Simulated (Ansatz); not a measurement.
# Sr3CuH2: the cost of one run

Computed with Ansatz 0.2.0 (DFT PBE, scalar-relativistic, plane waves, PAW, unless a step's input says otherwise).

### 1 The structure to begin with

Symmetry: P6/mmm, No. 191, hexagonal system. Conventional cell: a = 6.083 Å, b = 6.083 Å, c = 3.504 Å, α = 90.00°, β = 90.00°, γ = 120.00°. Around Sr (site symmetry mmm) lie 4 H at 2.48 Å. Cu (site symmetry 6/mmm) is surrounded by 2 Cu at 3.50 Å and 12 Sr at 3.51 Å and 6 H at 3.51 Å. H (site symmetry -6m2) has 6 Sr at 2.48 Å and 3 Cu at 3.51 Å as nearest neighbours.

As a file:

```
CELL_PARAMETERS angstrom
6.08329 0.00000 0.00000
-3.04165 5.26828 0.00000
0.00000 0.00000 3.50383
ATOMIC_POSITIONS crystal
Sr 0.50000 0.00000 0.50000
Sr 0.50000 0.50000 0.50000
Sr 0.00000 0.50000 0.50000
Cu 0.00000 0.00000 0.00000
H 0.33333 0.66667 0.00000
H 0.66667 0.33333 0.00000
```

The cell is invented: species swapped into a database cell of GdB2Rh3 (P6/mmm, No. 191), with Cu on the Gd sites, H on the B sites and Sr on the Rh sites. Lengths come from tabulated atomic sizes and are only a guess.

### 2 Probe: one point on a coarse mesh

The input, input.yaml:

```yaml
crystal:
  lattice:
    - [6.08329111, 0.0, 0.0]
    - [-3.04164555, 5.26828464, 0.0]
    - [0.0, 0.0, 3.50383008]
  atoms:
    - { symbol: Sr, position: [0.5, 0.0, 0.5] }
    - { symbol: Sr, position: [0.5, 0.5, 0.5] }
    - { symbol: Sr, position: [0.0, 0.5, 0.5] }
    - { symbol: Cu, position: [0.0, 0.0, 0.0] }
    - { symbol: H, position: [0.33333333, 0.66666667, 0.0] }
    - { symbol: H, position: [0.66666667, 0.33333333, 0.0] }
basis:
  ecutwfc: 420
kpoints:
  mp_grid: { grid: [3, 3, 6] }
hamiltonian:
  xc: pbe
scf:
  occupations: { method: gaussian, width: 0.1 }
  lower_state_search: "off"
output:
  forces: true
  stress: true
  eigenvalues: true
```

Launch:

```sh
> ansatz run input.yaml --threads 1 --pin off --max-ram 2560MiB --backend cpu --events-out ev --progress --plain --runs-dir out
```

**Question.** How long does this run take on 1 thread of Arm Neoverse V2, shared host, and how much memory does it need?

About 2.4 s, with a peak of 0.36 GiB.
